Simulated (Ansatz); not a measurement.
# C2H7FGaN: up Jacob's ladder to CCSD(T)

Aim: compute C2H7FGaN with functionals from several rungs and with coupled cluster, and see how far each lands from CCSD(T) at the basis-set limit for the atomisation energy.

Program: Ansatz 0.2.0, Gaussian basis. Level of theory: functionals in def2-TZVPP, the program's frozen cores in correlated methods. These are calculated values, not measurements.

Plan: PBE-D4, r2SCAN-D4, PBE0-D4, B3LYP-D4, ωB97X-V, ωB97M-V, B2PLYP; CCSD(T)/def2-TZVPP; MP2/def2-QZVPP; extrapolation to the limit.

## 1. Structure used throughout

An earlier PBE0-D4 in a triple-zeta def2 set relaxation fixed the geometry.

12 atoms, charge 0, spin multiplicity 1.

Atoms are counted from 1 here; the program's logs count them from 0.

Bond lengths: C1–N2 1.452 Å, C1–H6 1.091 Å, C1–H7 1.089 Å, C1–H8 1.091 Å, N2–C3 1.286 Å, N2–H9 1.016 Å, C3–Ga5 2.084 Å, C3–H10 1.093 Å, F4–Ga5 1.800 Å, Ga5–H11 1.583 Å, Ga5–H12 1.585 Å. Angles: N2–C1–H6 109.5°, N2–C1–H7 108.6°, N2–C1–H8 109.9°, H6–C1–H7 109.7°, H6–C1–H8 109.2°, H7–C1–H8 109.9°, C1–N2–C3 124.3°, C1–N2–H9 115.1°, C3–N2–H9 120.6°, N2–C3–Ga5 127.8°, N2–C3–H10 112.3°, Ga5–C3–H10 119.8°, C3–Ga5–F4 96.8°, C3–Ga5–H11 104.4°, C3–Ga5–H12 106.0°, F4–Ga5–H11 113.3°, F4–Ga5–H12 113.2°, H11–Ga5–H12 119.7°.

## 2. PBE-D4 (GGA)

File in.yaml:

```yaml
crystal:
  periodic: [false, false, false]
  atoms:
    - {symbol: C, position_ang: [-1.213341, -0.296997, 1.092256]}
    - {symbol: N, position_ang: [0.022280, -0.977884, 0.748543]}
    - {symbol: C, position_ang: [0.846607, -0.572696, -0.151323]}
    - {symbol: F, position_ang: [2.008945, 0.690323, -2.501144]}
    - {symbol: Ga, position_ang: [0.700774, 1.128636, -1.345672]}
    - {symbol: H, position_ang: [-2.031071, -1.018162, 1.121470]}
    - {symbol: H, position_ang: [-1.416829, 0.457453, 0.334257]}
    - {symbol: H, position_ang: [-1.116035, 0.176307, 2.070891]}
    - {symbol: H, position_ang: [0.214074, -1.818919, 1.284920]}
    - {symbol: H, position_ang: [1.714890, -1.230472, -0.246229]}
    - {symbol: H, position_ang: [1.092327, 2.320767, -0.380255]}
    - {symbol: H, position_ang: [-0.745520, 1.086342, -1.993613]}
basis:
  gaussian: {orbitals: def2-TZVPP}
hamiltonian: {xc: pbe, dispersion: d4}
output: {forces: true, orbitals: {seedname: orbitals}}
```

Run with:

```console
ansatz run in.yaml --threads 4 --pin off --events-out ev --progress --plain --max-ram 10444MiB
```

Further steps of the session: r2SCAN-D4 (meta-GGA); PBE0-D4 (hybrid); B3LYP-D4 (hybrid); ωB97X-V (range-separated); ωB97M-V (range-separated); B2PLYP (double hybrid); CCSD(T) in def2-TZVPP; MP2 in def2-QZVPP.

Before running them: what should the planned runs give, taken together? Wanted: atomisation energy, CCSD(T)/CBS; farthest; mean size of error, hybrid; mean size of error, range-separated; gap, smallest and largest; T1 diagnostic; triples share of the correlation energy.

The runs gave:

| quantity | value |
| --- | --- |
| atomisation energy, CCSD(T)/CBS | 4123.1 kJ/mol |
| functionals within 41.2 kJ/mol (1.0 %) | r2SCAN-D4, PBE0-D4, B3LYP-D4, ωB97X-V, ωB97M-V |
| farthest | PBE-D4 (+68.3 kJ/mol) |
| mean size of error, hybrid | 10.9 kJ/mol |
| mean size of error, range-separated | 5.7 kJ/mol |
| gap, smallest and largest | 2.80 eV (PBE-D4), 9.84 eV (ωB97X-V) |
| T1 diagnostic | 0.0149 |
| triples share of the correlation energy | 3.6 % |

PBE-D4 misses by +68.3 kJ/mol. Double hybrids carry the basis error of their MP2 part in triple zeta, and no dispersion term here, so their miss is partly the set-up's. The reference freezes the cores and leaves out relativity and excitations past (T), and its outer-core shells are covered unevenly, so misses under about 41.2 kJ/mol can't be ranked. Hartree-Fock recovers 71 % of the binding; the rest is correlation. The gap grows from 2.8 to 9.8 eV across the functionals, mostly with the share of exact exchange. Correlated methods include outer-core shells of Ga, which these sets cover unevenly.
